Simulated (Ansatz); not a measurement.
# CdInI3: what a guessed cell relaxes into

Where does this trial cell of CdInI3 go when cell and atoms are let free?

Computed with Ansatz 0.2.0 (DFT PBE, scalar-relativistic, plane waves, PAW, unless a step's input says otherwise).

2 further runs of the same task are left out: 1 that didn't finish, 1 set aside as unsound or not needed.

### Step 1. The structure to begin with

The structure is cubic, space group Pm-3m (No. 221). Conventional cell: a = 5.850 Å, b = 5.850 Å, c = 5.850 Å, α = 90.00°, β = 90.00°, γ = 90.00°. Around Cd (site symmetry m-3m) lie 12 I at 4.14 Å. In (site symmetry m-3m) is surrounded by 6 I at 2.93 Å. I (site symmetry 4/mmm) has 2 In at 2.93 Å and 4 Cd at 4.14 Å as nearest neighbours.

As a file:

```cif
data_structure
_symmetry_space_group_name_H-M 'P 1'
_symmetry_Int_Tables_number 1
_cell_length_a 5.8501
_cell_length_b 5.8501
_cell_length_c 5.8501
_cell_angle_alpha 90.000
_cell_angle_beta 90.000
_cell_angle_gamma 90.000
_cell_volume 200.22
loop_
_atom_site_label
_atom_site_type_symbol
_atom_site_fract_x
_atom_site_fract_y
_atom_site_fract_z
_atom_site_occupancy
Cd1 Cd 0.50000 0.50000 0.50000 1
In1 In 0.00000 0.00000 0.00000 1
I1 I 0.50000 0.00000 0.00000 1
I2 I 0.00000 0.50000 0.00000 1
I3 I 0.00000 0.00000 0.50000 1
```

A structure generator made this guess: random cell by space group and Wyckoff sites (Pm-3m, No. 221). Its size is a rough estimate.

### Step 2. A first look at the guess

Input file input.yaml:

```yaml
crystal:
  lattice:
    - [5.85014641, 0.0, 0.0]
    - [0.0, 5.85014641, 0.0]
    - [0.0, 0.0, 5.85014641]
  atoms:
    - { symbol: Cd, position: [0.5, 0.5, 0.5] }
    - { symbol: In, position: [0.0, 0.0, 0.0] }
    - { symbol: I, position: [0.5, 0.0, 0.0] }
    - { symbol: I, position: [0.0, 0.5, 0.0] }
    - { symbol: I, position: [0.0, 0.0, 0.5] }
basis:
  ecutwfc: 420
kpoints:
  mp_grid: { grid: [4, 4, 4] }
hamiltonian:
  xc: pbe
scf:
  occupations: { method: gaussian, width: 0.1 }
  lower_state_search: "off"
output:
  forces: true
  stress: true
  eigenvalues: true
```

Run with:

```console
$ ansatz run input.yaml --threads 1 --pin off --max-ram 2048MiB --backend cpu --events-out ev --progress --plain --runs-dir out
```

Further runs follow: a loose first relaxation; full relaxation.

Before running it: what results should come out? Wanted: conventional cell; volume; energy over the elements; gap on the mesh.

As calculated:

```
                              quantity                                                                      value
symmetry at the end (tolerance 0.05 Å)                                                space group Pm-3m (No. 221)
                     conventional cell  a = 5.961 Å, b = 5.961 Å, c = 5.961 Å, α = 90.00°, β = 90.00°, γ = 90.00°
                                volume                                                              42.35 Å³/atom
              energy over the elements                                                              -0.19 eV/atom
                       gap on the mesh                                                               none (metal)
```

What this shows: The space group Pm-3m (No. 221) is kept, and the volume per atom grows by 5.8 % from the first guess. A negative formation energy is needed for stability but isn't enough; other structures and compounds were not set against it here. No finished test with a distortion of lower symmetry is shown, so the end may be a saddle point. The runs treat I without spin-orbit coupling. The final runs have no spin polarisation, so no magnetic state was tried and one may lie lower.
